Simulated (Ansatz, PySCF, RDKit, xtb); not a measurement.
**[GaSiNH3]−: a search for the lowest isomer**

Only the formula [GaSiNH3]− is given (charge -1). Aim: find the structure of lowest free energy at 298.15 K, then its properties.

The funnel: GFN2-xTB relaxations, single points with a density functional, relaxations at PBE0-D3(BJ)/def2-SVPD, harmonic vibrations, and a last energy at a higher level. All values are calculated.

9 further runs of the same task are left out: 2 for a known fault of the program, 7 set aside as unsound or not needed.

### 1 Candidates

A program enumerates the bonding patterns with one Lewis structure each (two rings at most, one unusual centre or charged pair), with their diastereomers. O–O, O–halogen and N–halogen bonds and N–N–N chains are not drawn. That gives 24 candidates.

c082 [SiH2-][NH][Ga]; c148 [NH-][SiH-][GaH+]; c150 N[SiH-][Ga]; c164 [NH-][Ga+][SiH2-]; c193 [SiH-]=[N][GaH2]; c366 [N]1=[SiH][GaH2-]1; c401 [NH]1[Si][GaH2-]1 (triplet); c408 [SiH3][N-][Ga] (triplet); c505 [N-]1[SiH2][GaH]1; c647 [NH-][GaH][SiH]; c655 [SiH3][N-][Ga]; c665 [NH]1[Si][GaH2-]1; c671 [N-]=[SiH][GaH2]; c698 [Si]=[N][GaH3-] (triplet); c716 [NH]1[SiH-][GaH]1; c783 N[SiH-][Ga] (triplet); c791 [NH-][SiH2][Ga]; c860 N=[Si-][GaH2]; c878 [NH-][GaH][SiH] (triplet); c915 [NH-][SiH2][Ga] (triplet); c955 [SiH2-][NH][Ga] (triplet); c958 [SiH2-][N-][GaH+].

Candidates are built by distance geometry, with a force field where one applies, in up to four conformers (letters a to d). 10 starts with atoms placed at random are added, to find patterns that the rules miss.

**Question.** With final energies at CCSD(T)/def2-SVPD + MP2/def2-TZVPPD - MP2/def2-SVPD, which structure will this search put lowest in free energy, and by what margin?

| quantity | value |
| --- | --- |
| lowest structure found | [SiH3][N-][Ga], singlet, C3v |
| next finalist | [NH]1[SiH2][Ga]1 ‡, singlet, 14.0 kcal/mol higher in G |
| share at equilibrium, among the finalists | 100.0 % |
| harmonic wavenumbers, lowest and highest (PBE0-D3(BJ)/def2-SVPD) | 84 and 2074 cm⁻¹ |
| rotational constants, same geometry | 2.972, 0.06169 cm⁻¹ |
| HOMO energy (PBE0/def2-TZVPD) | -1.54 eV |
| LUMO energy (PBE0/def2-TZVPD) | 3.74 eV |
| HOMO–LUMO gap (to an unbound level, set by the basis) (PBE0/def2-TZVPD) | 5.28 eV |
| lowest excitation (TD-CAM-B3LYP/def2-SVPD) | 4.12 eV (f = 0.000) |
| lowest triplet excitation, same level, Tamm-Dancoff | 3.34 eV |
| vertical detachment energy | 3.06 eV |
| vertical triplet less singlet | +3.17 eV |

The lowest structure found is `[SiH3][N-][Ga]`. The margin of 14.0 kcal/mol over the next finalist is beyond the usual error of the last level; it says nothing of structures that weren't ranked. r2SCAN-D4/def2-SVPD, PBE0-D3(BJ)/def2-SVPD, HF/def2-SVPD and MP2/def2-SVPD already put its bonding pattern lowest among the structures in one piece. A large T1 diagnostic among the finalists warns that one reference determinant may not suffice. It concerns: the finalist [SiH-]=[N][GaH2] (singlet). In an anion, excitations above the detachment energy lie in the continuum and hang on the basis, so they needn't be bound states. The search is not exhaustive (a finite list of starts, one conformer a finalist), so a lower isomer can't be ruled out. Patterns outside the rules of the enumeration were met only by chance.

‡ marks the bonded skeleton alone, with all bonds drawn single: no Lewis structure was assigned that passes a check against the bond lengths.
